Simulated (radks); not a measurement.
# Fractional charge and spin in the 5d shell of gold

An exercise on one series of results from a longer session: the logs are not shown, and one member is left open.

Program: radks (a radial shooting solver on a logarithmic mesh, Libxc functionals) version 1. Level of theory: scalar-relativistic Kohn-Sham, PBE, spin-polarised, spherical densities, point nucleus. These are calculated values, not measurements, unless marked.

### What is computed

| Property | Result |
| --- | --- |
| element | gold (Z = 79) |
| configuration | [Xe] 4f14 6s(up 0.5, down 0.5) 5d(up 5, down 5) |

A shell typed twice in an input gives spin up, then spin down.

The first run:

Settings of this run:

```text
Z 79
configuration [Xe] 4f14 6s0.5 6s0.5 5d5 5d5
relativity scalar-relativistic
functional pbe,pbe
spin polarised
nucleus point
c 137.035999084
```

Steps of the session up to this table: 5d: up 5, down 5.

One of the session's tables, all rows but one given; the rest of the session is left out.

It belongs to the step «5d: up 5, down 5». From the orbitals of this run (lengths in bohr):

| level | <r> | outermost maximum (interpolated) | 90 % within | nodes |
| --- | --- | --- | --- | --- |
| 4s | 0.4070 | 0.383 | 0.583 | 3 |
| 4p | 0.4335 | 0.403 | 0.629 | 2 |
| 4d | 0.4584 | 0.410 | 0.684 | 1 |
| 5s | 0.9270 | 0.848 | 1.33 | 4 |
| 4f | 0.4987 | 0.376 | 0.801 | 0 |
| 5p | ? | ? | ? | ? |
| 5d | 1.619 | 1.22 | 2.57 | 2 |
| 6s | 2.867 | 2.32 | 4.35 | 5 |

Q: Estimate the row for 5p from the others.

**Answer.** <r>: 1.073; outermost maximum (interpolated): 0.953; 90 % within: 1.56; nodes: 3. In the column «<r>» it lies between 5s (0.9270) and 5d (1.619).
